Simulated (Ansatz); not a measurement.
# GaH₂Br + HCl: a complex and its separated parts

The complex below is one end of an elementary step. How strongly is it bound against its free parts?

The runs use Ansatz 0.2.0, Gaussian basis; PBE0-D4/def2-TZVP structures, single points in def2-TZVPP, no counterpoise correction.

Levels: SPW92, PBE-D4, BLYP-D4, r2SCAN-D4, B97M-V, PBE0-D4, B3LYP-D4, r2SCAN0-D4, BHLYP-D4, CAM-B3LYP-D4, wB97X-V, wB97M-V, B2PLYP, PBE-QIDH, RPA on PBE, Hartree-Fock, MP2, CCSD, CCSD(T).

Cores are frozen in the correlated methods. Filled d shells of the heavier atoms are correlated. B3LYP uses VWN-RPA correlation. B2PLYP carries no dispersion term here.

95 further runs of the same task are left out: 1 that didn't finish, 94 set aside as unsound or not needed.

### Step 1. The starting structure

The complex: 6 atoms, charge 0, spin multiplicity 1.

Atoms are counted from 1 here; the program's logs count them from 0.

Bond lengths: Ga1–Br2 2.348 Å, Ga1–H3 1.555 Å, Ga1–H4 1.555 Å, Ga1–Cl6 2.727 Å, H5–Cl6 1.296 Å. Angles: Br2–Ga1–H3 113.7°, Br2–Ga1–H4 113.7°, Br2–Ga1–Cl6 87.6°, H3–Ga1–H4 130.8°, H3–Ga1–Cl6 97.1°, H4–Ga1–Cl6 97.1°, Ga1–Cl6–H5 77.9°.

As a file:

```mol
BrClGaH3
  3D, bonds by distance, orders not assigned

  6  5  0  0  0  0  0  0  0  0999 V2000
   -0.7015   -0.4012    0.4115 Ga  0  0
   -0.9974    1.7710   -0.4298 Br  0  0
   -1.2002   -1.5175   -0.5492 H   0  0
   -0.3611   -0.4438    1.9281 H   0  0
    1.3971    0.8754   -0.8528 H   0  0
    1.8629   -0.2839   -0.5079 Cl  0  0
  1  2  8  0
  1  3  8  0
  1  4  8  0
  1  6  8  0
  5  6  8  0
M  END
```

Its parts: GaH₂Br holds atoms 1, 2, 3, 4; HCl holds atoms 5, 6. Each part counts its atoms afresh in its own runs.

### Step 2. Relaxing GaH₂Br alone

Contents of relax-a/in.yaml:

```yaml
crystal:
  periodic: [false, false, false]
  atoms:
    - {symbol: Ga, position_ang: [-0.701455, -0.401198, 0.411471]}
    - {symbol: Br, position_ang: [-0.997435, 1.771024, -0.429834]}
    - {symbol: H, position_ang: [-1.200151, -1.517548, -0.549185]}
    - {symbol: H, position_ang: [-0.361075, -0.443771, 1.928093]}
basis:
  gaussian: {orbitals: def2-TZVP}
hamiltonian: {xc: pbe0, dispersion: d4}
relax: {f_tol: 0.005, max_steps: 200}
```

The run is started by

```bash
> ansatz run in.yaml --threads 4 --pin off --events-out ev --progress --plain --max-ram 9574MiB
```

Further steps of the session: Relaxing HCl alone; SPW92/def2-TZVPP; PBE-D4/def2-TZVPP; BLYP-D4/def2-TZVPP; r2SCAN-D4/def2-TZVPP; B97M-V/def2-TZVPP; PBE0-D4/def2-TZVPP; B3LYP-D4/def2-TZVPP; r2SCAN0-D4/def2-TZVPP; BHLYP-D4/def2-TZVPP; CAM-B3LYP-D4/def2-TZVPP; wB97X-V/def2-TZVPP; wB97M-V/def2-TZVPP; B2PLYP/def2-TZVPP; PBE-QIDH/def2-TZVPP; RPA on PBE/def2-TZVPP; CCSD(T)/def2-TZVPP; Vibrations of GaH₂Br; Vibrations of HCl.

Before running it: what results should come out? Wanted: complex less parts, CCSD(T)/def2-TZVPP; with zero-point energy; largest T1 diagnostic.

The runs gave:

| quantity | value |
| --- | --- |
| complex less parts, CCSD(T)/def2-TZVPP | -6.1 kcal/mol |
| with zero-point energy | -4.8 kcal/mol |
| largest T1 diagnostic | 0.011 |

What this shows: At CCSD(T) the complex lies 6.1 kcal/mol below its parts. Among the functionals CAM-B3LYP-D4 lands nearest to CCSD(T) (-0.3 kcal/mol) and SPW92 farthest (-6.4 kcal/mol). By rung, the mean size of the error is: LDA 6.4, GGA 1.3, meta-GGA 1.2, hybrid 0.9, range-separated hybrid 0.6, double hybrid 0.9 kcal/mol. PBE-D4 gives a relative energy 2.0 kcal/mol too low, outside chemical accuracy (1 kcal/mol). No counterpoise was applied, and triple zeta lacks some correlation, so the CCSD(T) reference has a basis error of its own, and close matches with it are partly luck.
